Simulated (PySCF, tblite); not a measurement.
# C3H12OSi2: geometry, infrared bands and NMR shifts

Wanted: the infrared bands and NMR shifts of C3H12OSi2 (`CO[Si](C)(C)[SiH3]`), by calculation.

The runs use tblite 0.8.0 and PySCF 2.14.0, with density-fitted response routines of our own; the level of theory stands in each step. All values are computed, except where a source is named. Atoms are numbered from 0 throughout.

**1. The molecule as given**

18 atoms, charge 0, multiplicity 1; geometry from: force field or distance geometry start.

Bonds of the start (Å): C0–O1 1.39, O1–Si2 1.69, Si2–C3 1.89, Si2–C4 1.89, Si2–Si5 2.22, C0–H6 1.11, C0–H7 1.12, C0–H8 1.11, C3–H9 1.11, C3–H10 1.13, C3–H11 1.10, C4–H12 1.10, C4–H13 1.12, C4–H14 1.11, Si5–H15 1.47, Si5–H16 1.48, Si5–H17 1.47.

**2. Optimising the geometry with GFN2-xTB**

What the job is given:

```
{"job": {"kind": "relax", "xc": "GFN2-xTB", "basis": "xTB"}, "charge": 0, "multiplicity": 1}
C      2.023000    -1.171100     0.317400
O      0.736700    -1.466900    -0.120700
Si    -0.333900    -0.163700    -0.110800
C     -1.652100    -0.546800    -1.409800
C     -1.212000    -0.029700     1.554600
Si     0.610500     1.807000    -0.479400
H      2.659900    -2.042900     0.055400
H      2.108800    -1.074400     1.432500
H      2.477100    -0.308400    -0.209900
H     -2.639400    -0.154800    -1.087800
H     -1.654700    -1.670700    -1.475100
H     -1.322300    -0.188100    -2.391900
H     -1.566400    -1.026900     1.870300
H     -2.057100     0.675100     1.363500
H     -0.556600     0.469200     2.303400
H      0.635300     2.156200    -1.904700
H     -0.211400     2.867400     0.154700
H      1.945700     1.875600     0.126400
```

On the command line:

```
OMP_NUM_THREADS=1 python probes_run.py task.json out
```

The driver reads the jobs from task.json and runs them one after another.

**Question.** This job is followed by: GFN2-xTB harmonic vibrations, gas phase; GIAO PBE0/pcSseg-1 NMR shielding, non-relativistic, gas phase. Predict these results of the whole session: strongest single infrared mode (GFN2-xTB); zero-point energy (GFN2-xTB); ¹³C shifts against TMS (PBE0/pcSseg-1, means over atoms taken as alike); ¹H shifts against TMS (PBE0/pcSseg-1, means over atoms taken as alike); ¹⁷O shifts against H2O (PBE0/pcSseg-1); ²⁹Si shifts against TMS (PBE0/pcSseg-1).

**Answer**, as computed:

```
                                                               quantity                 value
                              strongest single infrared mode (GFN2-xTB)  790 cm⁻¹, 689 km/mol
                                           zero-point energy (GFN2-xTB)         87.0 kcal/mol
¹³C shifts against TMS (PBE0/pcSseg-1, means over atoms taken as alike)         52.8, 3.0 ppm
 ¹H shifts against TMS (PBE0/pcSseg-1, means over atoms taken as alike)  3.74, 3.22, 0.25 ppm
                                 ¹⁷O shifts against H2O (PBE0/pcSseg-1)              16.7 ppm
                                ²⁹Si shifts against TMS (PBE0/pcSseg-1)      14.5, -133.7 ppm
```

The optimisation took 109 steps and gained 0.579 eV; among the close pairs (by a distance rule), Si2–Si5 changed most, from 2.216 to 2.320 Å. The lowest mode is imaginary (25i cm⁻¹), so the xTB geometry is not a minimum. The strongest single mode, at 790 cm⁻¹, has its largest shares on H15, H16 and H17 (the list is cut at 3 atoms). Unscaled tight-binding wavenumbers are off by several per cent, some by more. Its intensities can rank the bands wrongly. The most deshielded hydrogen is H6, H7, H8 (mean) (hydrogen on a methyl carbon bonded to O), at 3.74 ppm: its carbon carries O, hence the downfield position. At PBE0/pcSseg-1: The largest span, 95 ppm, is at O1, where the paramagnetic term is -80 ppm.
